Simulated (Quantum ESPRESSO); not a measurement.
Crystal: In3Cu.

```
In Cu
1.0
     4.48277    0.00000    0.00000
     0.00000    4.48277    0.00000
     0.00000    0.00000    4.48277
In Cu
3 1
Cartesian
  2.2414 2.2414 0.0000
  2.2414 0.0000 2.2414
  0.0000 2.2414 2.2414
  0.0000 0.0000 0.0000
```

The cell comes from a database or a generator and needn't be the stable form of this composition.

- Program: Quantum ESPRESSO 7.5
- Task: single point
- Functional: PBEsol
- Potentials or basis: GBRV 1.5 PBEsol
- Cutoff: 762 eV
- Density cutoff: 6095 eV
- k mesh: 6 × 6 × 6
- Occupations: fermi-dirac, width 0.05 eV
- Spin: no spin polarisation

On this cell: pressure -3.2 GPa; largest force zero by symmetry; band gap on the k mesh none (metal or under the smearing width).

The same run follows on a disturbed copy (atoms moved at random, drawn with an rms of 0.05 Å):

```
In Cu
1.0
     4.48277    0.00000    0.00000
     0.00000    4.48277    0.00000
     0.00000    0.00000    4.48277
In Cu
3 1
Direct
  0.50347 0.48886 0.00105
  0.49706 0.99786 0.49516
  0.00625 0.50051 0.50322
  0.99875 0.99593 0.00185
```

Question: What changes?

Answer: The energy (extrapolated to zero smearing) moves by +0.8 meV/atom; pressure -3.2 GPa; largest force 0.109 eV/Å; band gap on the k mesh none (metal or under the smearing width).

Forces in eV/Å, atoms in the order of the input:
```
In   0.048  0.056 -0.040
In   0.073 -0.061  0.036
In  -0.108  0.010  0.004
Cu  -0.012 -0.004 -0.001
```
